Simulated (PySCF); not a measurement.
# C2H11BN2: the cost of one run

Computed with PySCF 2.14.0, with density-fitted response routines of our own, on a single molecule in the gas phase. Atoms count from 0, in the outputs and in this text.

## 1. The molecule as given

16 atoms, charge 0, multiplicity 1; geometry from: GFN2-xTB. The atoms were then displaced at random by about 0.01 Å, so the start is not that level's minimum.

Bonds of the start (Å): N0–C1 1.45, C1–C2 1.54, C2–B3 1.61, B3–N4 1.63, N0–H5 1.02, N0–H6 1.01, C1–H7 1.12, C1–H8 1.07, C2–H9 1.09, C2–H10 1.11, B3–H11 1.22, B3–H12 1.19, N4–H13 1.00, N4–H14 1.01, N4–H15 1.04.

## 2. Relaxing the molecule at PBE0-D3(BJ)/def2-SVP

The job: settings as JSON, then the geometry in Å.

```
{"job": {"xc": "PBE0", "basis": "def2-SVP", "d3": "d3bj", "grid": 1, "shake": 0.01, "kind": "geom"}, "charge": 0, "multiplicity": 1}
N      1.368130     0.809550    -0.450020
C      1.180680    -0.620770    -0.280270
C      0.092330    -0.940060     0.759260
B     -1.190690     0.027910     0.752180
N     -1.317170     0.652050    -0.752500
H      1.466440     1.264190     0.457770
H      2.184160     1.037140    -1.007190
H      2.153360    -1.091260    -0.003520
H      0.899820    -1.016600    -1.237660
H     -0.153090    -1.991200     0.640130
H      0.566620    -0.880730     1.764520
H     -2.225600    -0.581690     0.960990
H     -1.140380     0.975370     1.477620
H     -1.556370    -0.056330    -1.412160
H     -2.001130     1.393610    -0.784110
H     -0.346170     1.016470    -0.874320
```

Launch:

```console
> OMP_NUM_THREADS=1 python probes_run.py task.json out
```

The driver reads the jobs from task.json and runs them one after another.

Q: Estimate the wall time and peak memory of this first job on 1 thread of Arm Neoverse V1, shared host.

About 41 s, with a peak of 0.51 GiB.
